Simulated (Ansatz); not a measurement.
**Si2SbH7: one species, many methods**

One table from this session's results is given with a row withheld; the runs are named, their logs left out.

Method: functionals in def2-TZVPP, the program's frozen cores in correlated methods; program: Ansatz 0.2.0, Gaussian basis.

The runs, in order: LDA (SPW92), PBE-D4, revPBE-D4, BLYP-D4, r2SCAN-D4, B97M-V, PBE0-D4, B3LYP-D4, r2SCANh-D4, r2SCAN0-D4, HSE06-D4, BHLYP-D4, CAM-B3LYP-D4, LC-ωPBE, ωB97X-V, ωB97M-V, B2PLYP, PBE-QIDH; CCSD(T)/def2-SVP; CCSD(T)/def2-TZVPP; MP2/def2-QZVPP; extrapolation to the limit; RPA on PBE.

### The geometry

All runs share one geometry, relaxed beforehand with PBE0-D4 in a triple-zeta def2 set. Sb takes the def2 core potential; no spin-orbit term is included.

SMILES `[SiH3][SbH][SiH3]`, 10 atoms, charge 0, spin multiplicity 1.

Atoms are counted from 1 here; the program's logs count them from 0.

Bond lengths: Si1–Sb2 2.570 Å, Si1–H4 1.486 Å, Si1–H5 1.487 Å, Si1–H6 1.487 Å, Sb2–Si3 2.570 Å, Sb2–H7 1.710 Å, Si3–H8 1.486 Å, Si3–H9 1.487 Å, Si3–H10 1.487 Å. Angles: Sb2–Si1–H4 112.5°, Sb2–Si1–H5 109.6°, Sb2–Si1–H6 108.1°, H4–Si1–H5 109.1°, H4–Si1–H6 108.9°, H5–Si1–H6 108.7°, Si1–Sb2–Si3 90.1°, Si1–Sb2–H7 91.3°, Si3–Sb2–H7 91.3°, Sb2–Si3–H8 112.4°, Sb2–Si3–H9 109.6°, Sb2–Si3–H10 108.1°, H8–Si3–H9 109.1°, H8–Si3–H10 108.9°, H9–Si3–H10 108.7°.

Set-up of the first run:

in.yaml

```yaml
crystal:
  periodic: [false, false, false]
  atoms:
    - {symbol: Si, position_ang: [-1.279532, 1.037817, -0.782433]}
    - {symbol: Sb, position_ang: [1.274280, 0.947575, -0.512599]}
    - {symbol: Si, position_ang: [1.037084, -1.004822, 1.141132]}
    - {symbol: H, position_ang: [-1.879455, -0.310309, -0.960575]}
    - {symbol: H, position_ang: [-1.626686, 1.883060, -1.955239]}
    - {symbol: H, position_ang: [-1.851824, 1.662094, 0.440018]}
    - {symbol: H, position_ang: [1.413120, -0.134675, -1.828974]}
    - {symbol: H, position_ang: [0.088899, -2.043390, 0.660180]}
    - {symbol: H, position_ang: [2.367041, -1.629079, 1.369081]}
    - {symbol: H, position_ang: [0.540072, -0.459373, 2.432309]}
basis:
  gaussian: {orbitals: def2-TZVPP}
hamiltonian: {xc: lda}
output: {orbitals: {seedname: orbitals}}
```

Steps of the session up to this table: LDA; PBE-D4 (GGA); revPBE-D4 (GGA); BLYP-D4 (GGA); r2SCAN-D4 (meta-GGA); B97M-V (meta-GGA); PBE0-D4 (hybrid); B3LYP-D4 (hybrid); r2SCANh-D4 (hybrid); r2SCAN0-D4 (hybrid); HSE06-D4 (hybrid); BHLYP-D4 (hybrid); CAM-B3LYP-D4 (range-separated); LC-ωPBE-D4 (range-separated; the results give it without D4); ωB97X-V (range-separated); ωB97M-V (range-separated); B2PLYP (double hybrid); PBE-QIDH (double hybrid).

One of the session's tables, all rows but one given; the rest of the session is left out.

It belongs to the step «Orbital energies across the functionals». 

| functional | HOMO (eV) | gap (eV) |
| --- | --- | --- |
| LDA (SPW92) | -6.36 | 4.89 |
| PBE-D4 | -6.23 | 4.94 |
| revPBE-D4 | -6.18 | 4.97 |
| BLYP-D4 | -6.07 | 4.88 |
| r2SCAN-D4 | -6.45 | 5.43 |
| B97M-V | -6.47 | 5.23 |
| PBE0-D4 | -7.16 | 6.60 |
| B3LYP-D4 | -6.97 | 6.20 |
| r2SCANh-D4 | -6.79 | 6.03 |
| r2SCAN0-D4 | -7.31 | 6.91 |
| HSE06-D4 | -6.78 | 5.86 |
| BHLYP-D4 | -7.95 | 8.15 |
| CAM-B3LYP-D4 | -8.31 | 8.65 |
| LC-ωPBE | -9.52 | 10.91 |
| ωB97X-V | -9.23 | 10.52 |
| ωB97M-V | ? | ? |

**Question.** Estimate the row for ωB97M-V.

As computed: HOMO (eV): -9.11; gap (eV): 10.12. In the column «HOMO (eV)» it lies between ωB97X-V (-9.23) and CAM-B3LYP-D4 (-8.31).
